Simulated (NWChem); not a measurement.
**C2H3BrFI (SMILES FCC(Br)I): levels of theory compared**

Aim: a comparison of 5 runs (HF/STO-3G, HF/3-21G, PBE/STO-3G, wB97X/STO-3G, MP2/STO-3G) of C2H3BrFI. 

Program for the calculation: NWChem 7.3.0.

## (1) The molecule

C2H3BrFI: 8 atoms, total charge 0, spin state singlet. SMILES: `FCC(Br)I`. The coordinates come from a PBE0-D4/def2-TZVP relaxation. This is one conformer, not always the lowest.

Bond lengths: F1–C2 1.374 Å, C2–C3 1.509 Å, C3–Br4 1.930 Å, C3–I5 2.134 Å, C2–H6 1.092 Å, C2–H7 1.095 Å, C3–H8 1.086 Å. Some angles: F1–C2–C3 109.8°, C2–C3–Br4 107.9°, C2–C3–I5 111.8°, Br4–C3–I5 112.5°, F1–C2–H6 109.1°, F1–C2–H7 108.3°, C3–C2–H6 110.9°, C3–C2–H7 109.0°, C2–C3–H8 111.9°, Br4–C3–H8 106.9°.

## (2) Energy and gradient at HF/STO-3G (run 1)

The input, run.py:

```python
from ase import Atoms
from ase.calculators.nwchem import NWChem

atoms = Atoms('FCCBrIHHH', positions=[
    [-0.563800, 1.238500, 1.210000],
    [0.334000, 0.349500, 0.671200],
    [-0.312100, -0.404900, -0.465000],
    [0.933600, -1.749600, -1.068100],
    [-0.928300, 0.901900, -2.035700],
    [1.214800, 0.895700, 0.325800],
    [0.623400, -0.361800, 1.451500],
    [-1.209500, -0.926600, -0.145300],
])

calc = NWChem(
    label='nw',
    theory='scf',
    memory='2200 mb',
    basis='STO-3G',
    basispar='spherical bse',
    scf={'nopen': '0', 'rhf': None, 'thresh': '1e-08', 'maxiter': '80'},
)
atoms.calc = calc

forces = atoms.get_forces()
print("Total energy (eV):", round(atoms.get_potential_energy(), 6))
print("forces (eV/A):")
for s, f in zip(atoms.symbols, forces):
    print(f"{s:2s} {f[0]:10.5f} {f[1]:10.5f} {f[2]:10.5f}")
print("dipole (e A):", atoms.get_dipole_moment().round(4))
```

Started as:

```
$ export ASE_NWCHEM_COMMAND="nwchem PREFIX.nwi > PREFIX.nwo"
$ python run.py
```

Log:

```text
Total energy (eV): -260411.450099
forces (eV/A):
F    -0.53572    0.67203    0.35450
C     0.18491    0.67101    1.42089
C    -0.09611   -1.11756   -2.12553
Br   -0.04854   -0.15401    0.02993
I    -0.14902    0.20687   -0.04289
H     0.35954   -0.10619   -0.08192
H     0.33368   -0.16383    0.06340
H    -0.04880   -0.00828    0.38155
dipole (e A): [ 0.0468 -0.1243  0.2392]
```

The calculator wrote nw.nwi:

```
title "nw"

permanent_dir nw

scratch_dir nw

start nw

geometry units angstrom nocenter noautosym noautoz
  F  -5.6379999999999997e-01 1.2384999999999999e+00 1.2100000000000000e+00
  C  3.3400000000000002e-01 3.4949999999999998e-01 6.7120000000000002e-01
  C  -3.1209999999999999e-01 -4.0489999999999998e-01 -4.6500000000000002e-01
  Br 9.3359999999999999e-01 -1.7496000000000000e+00 -1.0681000000000000e+00
  I  -9.2830000000000001e-01 9.0190000000000003e-01 -2.0356999999999998e+00
  H  1.2148000000000001e+00 8.9570000000000005e-01 3.2579999999999998e-01
  H  6.2339999999999995e-01 -3.6180000000000001e-01 1.4515000000000000e+00
  H  -1.2095000000000000e+00 -9.2659999999999998e-01 -1.4530000000000001e-01
end

memory 2200 mb

basis spherical bse noprint
   * library STO-3G
end

scf
  nopen 0
  rhf
  thresh 1e-08
  maxiter 80
end

task scf gradient
```

nw.nwo:

```text
Northwest Computational Chemistry Package (NWChem) 7.3.0
             --------------------------------------------------------

           Job information
           ---------------

    nwchem branch   = 7.3.0
    use scalapack   = T
    input           = nw.nwi
    prefix          = nw.
    data base       = nw/nw.db
    status          = startup
    nproc           =        1

           Memory information
           ------------------

    heap     =     72089594 doubles =      550.0 Mbytes
    stack    =     72089599 doubles =      550.0 Mbytes
    global   =    144179200 doubles =     1100.0 Mbytes (distinct from heap & stack)
    total    =    288358393 doubles =     2200.0 Mbytes
    verify   = yes
    hardfail = no

[... 140 lines left out ...]
 Convergence threshold     :          1.000E-08
[... 13 lines left out ...]
       Final RHF  results
[... 3 lines left out ...]
      One-electron energy = -14746.012421545978
[... 1 line left out ...]
 Nuclear repulsion energy =    752.395235648859
[... 71 lines left out ...]
                       ROHF Final Molecular Orbital Analysis
[... 224 lines left out ...]
                         RHF ENERGY GRADIENTS

    atom               coordinates                        gradient
                 x          y          z           x          y          z
   1 F      -1.065428   2.340426   2.286568    0.010418  -0.013069  -0.006894
   2 C       0.631168   0.660459   1.268384   -0.003596  -0.013049  -0.027632
   3 C      -0.589783  -0.765150  -0.878723    0.001869   0.021733   0.041335
[... 4 lines of this table left out ...]
   8 H      -2.285624  -1.751020  -0.274577    0.000949   0.000161  -0.007420

                 ----------------------------------------
                 |  Time  |  1-e(secs)   |  2-e(secs)   |
                 ----------------------------------------
                 |  CPU   |       0.01   |       4.49   |
                 ----------------------------------------
                 |  WALL  |       0.01   |       4.49   |
                 ----------------------------------------

 Task  times  cpu:       15.7s     wall:       15.7s
 Total times  cpu:       15.7s     wall:       15.7s
```

Wall time 17 s (1 thread of Intel Xeon Platinum 8488C (Sapphire Rapids), shared host); peak memory 0.097 GiB.

## (3) Energy and forces at HF/3-21G (run 2)

The input, mymol.nw:

```
echo
start mymol
memory stack 880 mb heap 220 mb global 1100 mb
geometry units angstrom noautosym nocenter noautoz
  F       -0.563800       1.238500       1.210000
  C        0.334000       0.349500       0.671200
  C       -0.312100      -0.404900      -0.465000
  Br       0.933600      -1.749600      -1.068100
  I       -0.928300       0.901900      -2.035700
  H        1.214800       0.895700       0.325800
  H        0.623400      -0.361800       1.451500
  H       -1.209500      -0.926600      -0.145300
end
basis spherical bse
  * library 3-21G
end
scf
  singlet
  rhf
  thresh 1e-08
  maxiter 80
  noprint "final vectors analysis"
end
task scf gradient
```

Started as:

```
$ nwchem mymol.nw > mymol.out
```

Log:

```text
[...]
  functions       =    86
[...]
  wavefunction    = RHF
[...]
         Total SCF energy =  -9623.290627093806
      One-electron energy = -14790.757386832945
      Two-electron energy =   4415.071524090279
 Nuclear repulsion energy =    752.395235648860
        Time for solution =     11.2s
[...]
                         RHF ENERGY GRADIENTS
    atom               coordinates                        gradient
                 x          y          z           x          y          z
   1 F      -1.065428   2.340426   2.286568    0.015121  -0.014280  -0.006858
   2 C       0.631168   0.660459   1.268384   -0.023163   0.010984  -0.007215
   3 C      -0.589783  -0.765150  -0.878723    0.015444   0.001857  -0.007522
   4 Br      1.764248  -3.306265  -2.018416   -0.013815   0.017050   0.005816
   5 I      -1.754233   1.704344  -3.846915    0.006723  -0.011288   0.011498
   6 H       2.295639   1.692628   0.615673    0.007515   0.007286  -0.002435
   7 H       1.178055  -0.683703   2.742937    0.001081  -0.006123   0.007895
   8 H      -2.285624  -1.751020  -0.274577   -0.008906  -0.005486  -0.001179
[...]
```

Wall time 17 s (1 thread of Intel Xeon Platinum 8488C (Sapphire Rapids), shared host); peak memory 0.099 GiB.

Runs 3 to 4 aren't shown in full; the table further down has their settings and results.

## (4) Energy and gradient at MP2/STO-3G (run 5)

The input, run.py:

```python
from ase import Atoms
from ase.calculators.nwchem import NWChem

mol = Atoms(['F', 'C', 'C', 'Br', 'I', 'H', 'H', 'H'], positions=[
    [-0.563800, 1.238500, 1.210000],
    [0.334000, 0.349500, 0.671200],
    [-0.312100, -0.404900, -0.465000],
    [0.933600, -1.749600, -1.068100],
    [-0.928300, 0.901900, -2.035700],
    [1.214800, 0.895700, 0.325800],
    [0.623400, -0.361800, 1.451500],
    [-1.209500, -0.926600, -0.145300],
])

calc = NWChem(
    label='input',
    theory='mp2',
    memory='2200 mb',
    basis='STO-3G',
    basispar='spherical bse',
    scf={'nopen': '0', 'rhf': None, 'thresh': '1e-08', 'maxiter': '80'},
    mp2={'freeze': 'core 30', 'tight': None},
)
mol.calc = calc

forces = mol.get_forces()
print("Total energy (eV):", round(mol.get_potential_energy(), 6))
print("forces (eV/A):")
for s, f in zip(mol.symbols, forces):
    print(f"{s:2s} {f[0]:10.5f} {f[1]:10.5f} {f[2]:10.5f}")
```

Started as:

```
$ export ASE_NWCHEM_COMMAND="nwchem PREFIX.nwi > PREFIX.nwo"
$ python run.py
```

Log:

```text
Total energy (eV): -260415.294467
forces (eV/A):
F    -1.20970    1.37760    0.79123
C     0.19216    0.61706    1.33039
C     0.07965   -1.00972   -2.25877
Br    0.43842   -0.70268   -0.20389
I    -0.35265    0.60133   -0.49643
H     1.02623    0.22960   -0.34468
H     0.58534   -0.70546    0.57120
H    -0.75940   -0.40773    0.61095
```

The calculator wrote input.nwi:

```
title "input"

permanent_dir input

scratch_dir input

start input

geometry units angstrom nocenter noautosym noautoz
  F  -5.6379999999999997e-01 1.2384999999999999e+00 1.2100000000000000e+00
  C  3.3400000000000002e-01 3.4949999999999998e-01 6.7120000000000002e-01
  C  -3.1209999999999999e-01 -4.0489999999999998e-01 -4.6500000000000002e-01
  Br 9.3359999999999999e-01 -1.7496000000000000e+00 -1.0681000000000000e+00
  I  -9.2830000000000001e-01 9.0190000000000003e-01 -2.0356999999999998e+00
  H  1.2148000000000001e+00 8.9570000000000005e-01 3.2579999999999998e-01
  H  6.2339999999999995e-01 -3.6180000000000001e-01 1.4515000000000000e+00
  H  -1.2095000000000000e+00 -9.2659999999999998e-01 -1.4530000000000001e-01
end

memory 2200 mb

basis spherical bse noprint
   * library STO-3G
end

scf
  nopen 0
  rhf
  thresh 1e-08
  maxiter 80
end
mp2
  freeze core 30
  tight
end

task mp2 gradient
```

input.nwo:

```text
Northwest Computational Chemistry Package (NWChem) 7.3.0
             --------------------------------------------------------

           Job information
           ---------------

    nwchem branch   = 7.3.0
    use scalapack   = T
    input           = input.nwi
    prefix          = input.
    data base       = input/input.db
    status          = startup
    nproc           =        1

           Memory information
           ------------------

    heap     =     72089594 doubles =      550.0 Mbytes
    stack    =     72089599 doubles =      550.0 Mbytes
    global   =    144179200 doubles =     1100.0 Mbytes (distinct from heap & stack)
    total    =    288358393 doubles =     2200.0 Mbytes
    verify   = yes
    hardfail = no

[... 130 lines left out ...]
 1-e energy   =  -14748.889438
[... 9 lines left out ...]
 Convergence threshold     :          1.000E-08
[... 16 lines left out ...]
         Total SCF energy =  -9569.944355873784
[... 2 lines left out ...]
 Nuclear repulsion energy =    752.395235648859
[... 367 lines left out ...]
 CPHF converged to   4.6D-07 in    9 iters
[... 78 lines left out ...]
  MP2 natural orbitals output to input/input.mp2nos
[... 1 line left out ...]
                         mp2 ENERGY GRADIENTS

    atom               coordinates                        gradient
                 x          y          z           x          y          z
   1 F      -1.065428   2.340426   2.286568    0.023525  -0.026790  -0.015387
   2 C       0.631168   0.660459   1.268384   -0.003737  -0.012000  -0.025872
   3 C      -0.589783  -0.765150  -0.878723   -0.001549   0.019636   0.043926
[... 4 lines of this table left out ...]
   8 H      -2.285624  -1.751020  -0.274577    0.014768   0.007929  -0.011881

                 ----------------------------------------
                 |  Time  |  1-e(secs)   |  2-e(secs)   |
                 ----------------------------------------
                 |  CPU   |       0.00   |       4.58   |
                 ----------------------------------------
                 |  WALL  |       0.00   |       4.58   |
                 ----------------------------------------
 -----------------------
 Task  times  cpu:       28.0s     wall:       28.0s
 Total times  cpu:       28.0s     wall:       28.0s
```

Wall time 29 s (1 thread of Intel Xeon Platinum 8488C (Sapphire Rapids), shared host); peak memory 0.13 GiB.

## (5) Overview of the runs

```tsv
run	level	iteration cap	module	energy (Eh)	dipole moment (D)	HOMO energy (eV)	LUMO energy (eV)	wall time
1	HF/STO-3G	80	scf	-9569.944356	1.31	-7.71	7.01	17 s
2	HF/3-21G	80	scf	-9623.290627	1.37	–	–	17 s
3	PBE/STO-3G	100	dft	-9573.020291	1.44	-3.59	1.40	53 s
4	wB97X/STO-3G	100	dft	-9574.543369	1.43	-7.53	4.75	38 s
5	MP2/STO-3G	80	mp2	-9570.085634	1.18	-7.71	7.01	29 s
```

## (6) Outcome

| quantity | value |
| --- | --- |
| run 5: total energy | -9570.08563 Eh |
| run 5: dipole moment (of the density that the program reports) | 1.18 D |
| run 5: HOMO energy (Hartree–Fock orbitals) | -7.71 eV |
| run 5: LUMO energy (Hartree–Fock orbitals) | 7.01 eV |
| run 5: HOMO–LUMO gap (Hartree–Fock orbitals) | 14.72 eV |
| run 5: correlation energy (30 core orbitals frozen) | -141.3 mEh |
| run 5: largest force on an atom | 2.475 eV/Å |

**Reading.** The dipole moment (its size) runs from 1.18 D (MP2/STO-3G) to 1.44 D (PBE/STO-3G). Over runs 1, 3, 4 the HOMO–LUMO gap runs from 4.99 eV (PBE/STO-3G) to 14.72 eV (HF/STO-3G). Exact exchange widens orbital gaps. Totals of different functionals can't be ranked against each other. In runs 1, 3, 4, 5 the basis is minimal, so the values are rough. In runs 1, 2, 3, 4, 5 relativity is left out where basis or elements ask for it. All runs together took 2.6 min, the longest 53 s.
